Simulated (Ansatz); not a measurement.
# GaAsH2+ (quartet): wave-function methods side by side, cc-pVDZ

Aim: climb from Hartree-Fock through coupled cluster for GaAsH2+ (quartet) at one geometry and basis, and see what each rung misses.

The runs use Ansatz 0.2.0, Gaussian basis; cc-pVDZ, core rule «outside noble gas», up to 28 orbitals frozen.

Plan: UHF; CCSD(T) on ROHF; CCSD(T) on UHF; BCCD(T) on ROHF; CISD as a restricted active space (open shells left free, so some higher excitations enter); CCSDT(Q) on ROHF; CCSDT(Q) on UHF; CCSDTQ on ROHF.

14 further runs of the same task are left out: 8 for a known fault of the program, 6 set aside as unsound or not needed. Runs told in other sessions of the task aren't counted.

## 1. The system

The geometry is a PBE0/def2-TZVP stationary point (not a proven minimum) of the parent state, kept for this charge and spin. No spin-orbit coupling is included. The filled d shell of Ga, As may be among the frozen orbitals whatever the setting's name suggests.

4 atoms, charge 1, spin multiplicity 4.

Atoms are counted from 1 here; the program's logs count them from 0.

Bond lengths: Ga1–As2 2.473 Å, Ga1–H3 1.608 Å, As2–H4 1.527 Å. Angles: As2–Ga1–H3 116.3°, Ga1–As2–H4 93.5°.

Coordinates:

```
atom    x (Å)     y (Å)     z (Å)
 Ga1  0.00000  -0.06152   1.27440
 As2  0.00000   0.05880  -1.19531
  H3  0.00000   1.34348   2.05593
  H4  0.00000  -1.45869  -1.36200
```

## 2. UHF

in.yaml

```yaml
crystal:
  periodic: [false, false, false]
  atoms:
    - {symbol: Ga, position_ang: [0.000000, -0.061519, 1.274398]}
    - {symbol: As, position_ang: [0.000000, 0.058800, -1.195307]}
    - {symbol: H, position_ang: [0.000000, 1.343482, 2.055926]}
    - {symbol: H, position_ang: [0.000000, -1.458691, -1.361996]}
basis:
  gaussian: {orbitals: cc-pVDZ}
total_charge: 1
magnetization: {spin_polarized: true, initial_magnetization: 3}
hamiltonian: {xc: hf}
output: {orbitals: {seedname: orbitals}}
```

Command:

```console
ansatz run in.yaml --threads 1 --pin off --events-out ev --progress --plain --max-ram 4096MiB --backend cpu
```

After this run come: CCSD(T) on ROHF; CCSD(T) on UHF; BCCD(T) on ROHF; CISD as a restricted active space (open shells left free, so some higher excitations enter); CCSDT(Q) on ROHF; CCSDT(Q) on UHF; CCSDTQ on ROHF.

**Question.** What will the summary of the whole plan be? Wanted: RCCSDTQ from the RHF energy; RMP2 from RCCSDTQ; UMP2 from RCCSDTQ; RCCSD from RCCSDTQ; RCCSD(T) from RCCSDTQ; UCCSD(T) from RCCSDTQ; RCCSDT(Q) from RCCSDTQ; UCCSDT(Q) from RCCSDTQ; T1 diagnostic.

The runs gave:

| quantity | value |
| --- | --- |
| RCCSDTQ from the ROHF energy | -4.2443 eV |
| RMP2 from RCCSDTQ | +24.40 kcal/mol |
| UMP2 from RCCSDTQ | +23.28 kcal/mol |
| RCCSD from RCCSDTQ | +3.30 kcal/mol |
| RCCSD(T) from RCCSDTQ | +0.81 kcal/mol |
| UCCSD(T) from RCCSDTQ | +0.37 kcal/mol |
| RCCSDT(Q) from RCCSDTQ | +0.02 kcal/mol |
| UCCSDT(Q) from RCCSDTQ | -0.39 kcal/mol |
| levels within 1 kcal/mol (43 meV) | RCCSD(T), UCCSD(T), BCCD(T), RCCSDT, UCCSDT, RCCSDT(Q), UCCSDT(Q) |
| T1 diagnostic | 0.045 |

**Reading.** RCCSD(T) misses by +0.81 kcal/mol, 0.8 % of the correlation energy. These misses are within one basis, not against nature; the frozen cores of restricted and unrestricted runs differ, which can shift their rows.
